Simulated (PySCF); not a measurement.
# C2H9BOSi (SMILES BOC[SiH2]C) at 4 levels

We compute a comparison of 4 runs (HF/STO-3G, HF/3-21G, HF/def2-TZVP, TPSS/STO-3G) of C2H9BOSi. The job is set up through a Python script.

The calculation is run with PySCF 2.14.0.

## Step 1: The structure to begin with

The species is C2H9BOSi (14 atoms), meant as a singlet with charge 0. As SMILES, `BOC[SiH2]C`. The coordinates come from a PBE0-D4/def2-TZVP relaxation. This is one conformer, not always the lowest.

Bond lengths: B1–O2 1.340 Å, O2–C3 1.427 Å, C3–Si4 1.894 Å, Si4–C5 1.866 Å, B1–H6 1.203 Å, B1–H7 1.197 Å, C3–H8 1.096 Å, C3–H9 1.095 Å, Si4–H10 1.491 Å, Si4–H11 1.489 Å, C5–H12 1.093 Å, C5–H13 1.092 Å, C5–H14 1.092 Å. Some angles: B1–O2–C3 122.3°, O2–C3–Si4 109.9°, C3–Si4–C5 110.7°, O2–B1–H6 120.3°, O2–B1–H7 116.7°, O2–C3–H8 110.4°, O2–C3–H9 107.7°, Si4–C3–H8 110.9°, Si4–C3–H9 110.2°, C3–Si4–H10 107.3°.

## Step 2: Energy and gradient at HF/STO-3G (run 1)

File run.py:

```python
from pyscf import gto, scf

system = gto.M(
    atom='''
B     -0.059904     3.385255     3.510733
O     -1.098498     1.724186     1.907490
C     -0.401945    -0.880423     1.878199
Si     1.228700    -1.673164    -1.208669
C     -0.823921    -0.847731    -3.953307
H      1.479656     2.696828     5.035742
H     -0.745308     5.533307     3.336123
H      0.817118    -1.321297     3.494104
H     -2.131989    -1.997252     2.078699
H      1.820751    -4.426683    -1.161804
H      3.646605    -0.236405    -1.307879
H     -2.563036    -1.960213    -3.934410
H      0.145698    -1.201488    -5.740421
H     -1.338493     1.149898    -3.879608
''',
    basis='sto-3g',
    unit='bohr',
    max_memory=1860,
    verbose=4,
)

mf = scf.RHF(system)
mf.conv_tol = 1e-10
mf.kernel()
if not mf.converged:
    mf = mf.newton().run(mf.mo_coeff, mf.mo_occ)

etot = mf.e_tot
print('E = %.10f Eh' % etot)
grad = mf.nuc_grad_method().kernel()
mf.analyze()
```

Run with:

```sh
$ OMP_NUM_THREADS=1 python run.py
```

Standard output:

```text
PySCF version 2.14.0

[... 66 lines left out ...]
converged SCF energy = -463.937985799665
[... 16 lines left out ...]
Two-electron Energy =                  394.558649079414863
[... 5 lines left out ...]
MO #2   energy= -20.2941367944122  occ= 2
[... 3 lines left out ...]
MO #6   energy= -5.97752044168078  occ= 2
[... 3 lines left out ...]
MO #10  energy= -1.30709383790899  occ= 2
[... 3 lines left out ...]
MO #14  energy= -0.653608667401238 occ= 2
[... 3 lines left out ...]
MO #18  energy= -0.524934713221198 occ= 2
[... 3 lines left out ...]
MO #22  energy= -0.400236924967478 occ= 2
[... 3 lines left out ...]
MO #26  energy= 0.488075388822971  occ= 0
[... 3 lines left out ...]
MO #30  energy= 0.616168649203589  occ= 0
[... 3 lines left out ...]
MO #34  energy= 0.731213551791352  occ= 0
[... 3 lines left out ...]
MO #38  energy= 0.906432795414961  occ= 0
[... 16 lines left out ...]
pop of  2 C 2pz           1.13293
pop of  3 Si 1s           2.00000
pop of  3 Si 2s           1.99983
pop of  3 Si 3s           1.09603
pop of  3 Si 2px          1.99894
pop of  3 Si 2py          1.99890
pop of  3 Si 2pz          1.99900
pop of  3 Si 3px          0.75475
pop of  3 Si 3py          0.77553
pop of  3 Si 3pz          0.71836
pop of  4 C 1s            1.99977
pop of  4 C 2s            1.05325
pop of  4 C 2px           1.06888
pop of  4 C 2py           1.04720
pop of  4 C 2pz           1.09126
pop of  5 H 1s            1.08002
pop of  6 H 1s            1.06958
pop of  7 H 1s            0.97153
pop of  8 H 1s            0.97113
pop of  9 H 1s            1.14695
pop of  10 H 1s           1.14711
pop of  11 H 1s           0.96732
pop of  12 H 1s           0.96675
pop of  13 H 1s           0.96226
 ** Mulliken atomic charges  **
charge of    0B =      0.12492
charge of    1O =     -0.13595
charge of    2C =     -0.10461
charge of    3Si =      0.65866
charge of    4C =     -0.26037
charge of    5H =     -0.08002
charge of    6H =     -0.06958
charge of    7H =      0.02847
charge of    8H =      0.02887
charge of    9H =     -0.14695
charge of   10H =     -0.14711
charge of   11H =      0.03268
charge of   12H =      0.03325
charge of   13H =      0.03774
Dipole moment(X, Y, Z, Debye):  0.35474, -1.65576, -0.51321
```

It took 6 s on 1 thread of Intel Xeon at 2.50GHz (Skylake/Cascade Lake), shared host; peak memory 0.12 GiB.

## Step 3: Energy and gradient at HF/3-21G (run 2)

File job.py:

```python
from pyscf import gto, scf

mol = gto.Mole()
mol.atom = '''
B   -0.031700   1.791400   1.857800
O   -0.581300   0.912400   1.009400
C   -0.212700  -0.465900   0.993900
Si   0.650200  -0.885400  -0.639600
C   -0.436000  -0.448600  -2.092000
H    0.783000   1.427100   2.664800
H   -0.394400   2.928100   1.765400
H    0.432400  -0.699200   1.849000
H   -1.128200  -1.056900   1.100000
H    0.963500  -2.342500  -0.614800
H    1.929700  -0.125100  -0.692100
H   -1.356300  -1.037300  -2.082000
H    0.077100  -0.635800  -3.037700
H   -0.708300   0.608500  -2.053000
'''
mol.max_memory = 1860
mol.basis = '3-21g'
mol.verbose = 4
mol.charge = 0
mol.build()

hf = scf.RHF(mol)
hf.conv_tol = 1e-10
hf.kernel()
if not hf.converged:
    hf = hf.newton().run(hf.mo_coeff, hf.mo_occ)

etot = hf.e_tot
print(f'total energy: {etot:.8f} hartree')
grad = hf.nuc_grad_method().kernel()
dip = hf.dip_moment()
pop, q = hf.mulliken_pop()
```

Run with:

```sh
$ OMP_NUM_THREADS=1 python job.py
```

Standard output:

```text
PySCF version 2.14.0

[... 68 lines left out ...]
converged SCF energy = -466.954794798127
total energy: -466.95479480 hartree
[... 11 lines left out ...]
Dipole moment(X, Y, Z, Debye):  0.12918, -1.63947, -0.20436
[... 43 lines left out ...]
pop of  4 C 3s            1.21503
pop of  4 C 2px           0.53472
pop of  4 C 2py           0.53883
pop of  4 C 2pz           0.53722
pop of  4 C 3px           0.63804
pop of  4 C 3py           0.61889
pop of  4 C 3pz           0.66887
pop of  5 H 1s            0.46059
pop of  5 H 2s            0.64114
pop of  6 H 1s            0.46098
pop of  6 H 2s            0.63278
pop of  7 H 1s            0.46969
pop of  7 H 2s            0.32528
pop of  8 H 1s            0.47115
pop of  8 H 2s            0.30574
pop of  9 H 1s            0.42886
pop of  9 H 2s            0.78481
pop of  10 H 1s           0.42941
pop of  10 H 2s           0.77789
pop of  11 H 1s           0.45651
pop of  11 H 2s           0.32224
pop of  12 H 1s           0.45674
pop of  12 H 2s           0.32075
pop of  13 H 1s           0.45372
pop of  13 H 2s           0.30457
 ** Mulliken atomic charges  **
charge of    0B =      0.50143
charge of    1O =     -0.66357
charge of    2C =     -0.52782
charge of    3Si =      1.27009
charge of    4C =     -1.07727
charge of    5H =     -0.10173
charge of    6H =     -0.09376
charge of    7H =      0.20503
charge of    8H =      0.22311
charge of    9H =     -0.21367
charge of   10H =     -0.20730
charge of   11H =      0.22125
charge of   12H =      0.22251
charge of   13H =      0.24171
```

Wall time 7.2 s (1 thread of Intel Xeon at 2.50GHz (Skylake/Cascade Lake), shared host); peak memory 0.14 GiB.

Run 3 isn't shown in full; the table further down has it.

## Step 4: Energy and forces at TPSS/STO-3G (run 4)

File run.py:

```python
# BOC[SiH2]C
import pyscf.grad
from pyscf import gto, dft

system = gto.M(
    atom='''
B     -0.031700     1.791400     1.857800
O     -0.581300     0.912400     1.009400
C     -0.212700    -0.465900     0.993900
Si     0.650200    -0.885400    -0.639600
C     -0.436000    -0.448600    -2.092000
H      0.783000     1.427100     2.664800
H     -0.394400     2.928100     1.765400
H      0.432400    -0.699200     1.849000
H     -1.128200    -1.056900     1.100000
H      0.963500    -2.342500    -0.614800
H      1.929700    -0.125100    -0.692100
H     -1.356300    -1.037300    -2.082000
H      0.077100    -0.635800    -3.037700
H     -0.708300     0.608500    -2.053000
''',
    verbose=3,
    max_memory=1860,
    basis='sto-3g',
)

myscf = dft.RKS(system, xc='tpss')
myscf.grids.level = 5
myscf.conv_tol = 1e-10
myscf.kernel()
if not myscf.converged:
    myscf = myscf.newton().run(myscf.mo_coeff, myscf.mo_occ)

e_tot = myscf.e_tot
print(f'total energy: {e_tot:.8f} hartree')
grad = myscf.Gradients().kernel()
dip = myscf.dip_moment()
pop, q = myscf.mulliken_pop()
```

Run with:

```sh
$ OMP_NUM_THREADS=1 python run.py
```

Standard output:

```text
converged SCF energy = -465.683922547526
total energy: -465.68392255 hartree
--------------- RKS gradients ---------------
         x                y                z
0 B    -0.0133947936    -0.0085573320    -0.0181562209
1 O     0.0253452246    -0.0427307084     0.0115233061
2 C    -0.0171074254     0.0282320875     0.0047872166
3 Si    -0.0305016282     0.0152344205     0.0014105488
4 C    -0.0014960927     0.0011856612    -0.0039083802
5 H     0.0085218892    -0.0066388749     0.0080010522
6 H    -0.0033217322     0.0121590938    -0.0004498271
7 H    -0.0083600617     0.0058784389    -0.0107401824
8 H     0.0129456973     0.0074304522    -0.0020881127
9 H     0.0043798475    -0.0190648846     0.0008305267
10 H     0.0168315596     0.0097712253    -0.0004496953
11 H     0.0064417409     0.0031902357     0.0010659849
12 H    -0.0029723154     0.0009241683     0.0068488158
13 H     0.0026922952    -0.0070197008     0.0013214957
----------------------------------------------
Dipole moment(X, Y, Z, Debye):  0.09056, -2.08385, -0.97456
 ** Mulliken pop  **
pop of  0 B 1s            1.98843
pop of  0 B 2s            0.94018
pop of  0 B 2px           0.59267
pop of  0 B 2py           0.74557
pop of  0 B 2pz           0.56764
pop of  1 O 1s            1.99695
pop of  1 O 2s            1.81058
pop of  1 O 2px           1.60315
pop of  1 O 2py           1.19415
pop of  1 O 2pz           1.60609
pop of  2 C 1s            1.99091
pop of  2 C 2s            1.25035
pop of  2 C 2px           1.04562
pop of  2 C 2py           0.78035
pop of  2 C 2pz           1.12364
pop of  3 Si 1s           1.99955
pop of  3 Si 2s           1.98372
pop of  3 Si 3s           1.23530
pop of  3 Si 2px          1.95727
pop of  3 Si 2py          1.95762
pop of  3 Si 2pz          1.95648
pop of  3 Si 3px          0.75768
pop of  3 Si 3py          0.79085
pop of  3 Si 3pz          0.69694
pop of  4 C 1s            1.99046
pop of  4 C 2s            1.24336
pop of  4 C 2px           1.04805
pop of  4 C 2py           1.03019
pop of  4 C 2pz           1.06651
pop of  5 H 1s            1.08294
pop of  6 H 1s            1.07010
pop of  7 H 1s            0.92552
pop of  8 H 1s            0.92508
pop of  9 H 1s            1.12746
pop of  10 H 1s           1.12663
pop of  11 H 1s           0.93306
pop of  12 H 1s           0.93156
pop of  13 H 1s           0.92736
 ** Mulliken atomic charges  **
charge of    0B =      0.16551
charge of    1O =     -0.21093
charge of    2C =     -0.19088
charge of    3Si =      0.66459
charge of    4C =     -0.37857
charge of    5H =     -0.08294
charge of    6H =     -0.07010
charge of    7H =      0.07448
charge of    8H =      0.07492
charge of    9H =     -0.12746
charge of   10H =     -0.12663
charge of   11H =      0.06694
charge of   12H =      0.06844
charge of   13H =      0.07264
```

Wall time 55 s (1 thread of Intel Xeon at 2.50GHz (Skylake/Cascade Lake), shared host); peak memory 0.44 GiB.

## Step 5: Overview of the runs

```tsv
run	level	integration grid	energy (Eh)	dipole moment (D)	HOMO energy (eV)	LUMO energy (eV)	wall time
1	HF/STO-3G	–	-463.937986	1.77	-9.33	8.60	6 s
2	HF/3-21G	–	-466.954795	1.66	-11.39	3.93	7.2 s
3	HF/def2-TZVP	–	-469.568062	1.22	-11.47	2.76	8.5 min
4	TPSS/STO-3G	5	-465.683923	2.30	-4.47	2.49	55 s
```

## Step 6: What came out

| quantity | value |
| --- | --- |
| run 4: total energy | -465.68392 Eh |
| run 4: dipole moment | 2.30 D |
| run 4: HOMO energy | -4.47 eV |
| run 4: LUMO energy | 2.49 eV |
| run 4: HOMO–LUMO gap | 6.96 eV |
| run 4: largest force on an atom | 2.623 eV/Å |

**Reading.** The dipole moment (its size) runs from 1.22 D (HF/def2-TZVP) to 2.30 D (TPSS/STO-3G). The two ends differ in method and basis. The HOMO–LUMO gap runs from 6.96 eV (TPSS/STO-3G) to 17.93 eV (HF/STO-3G). Exact exchange widens orbital gaps. In runs 1, 4 the basis is minimal, so the values are rough. All runs together took 9.7 min, the longest 8.5 min.
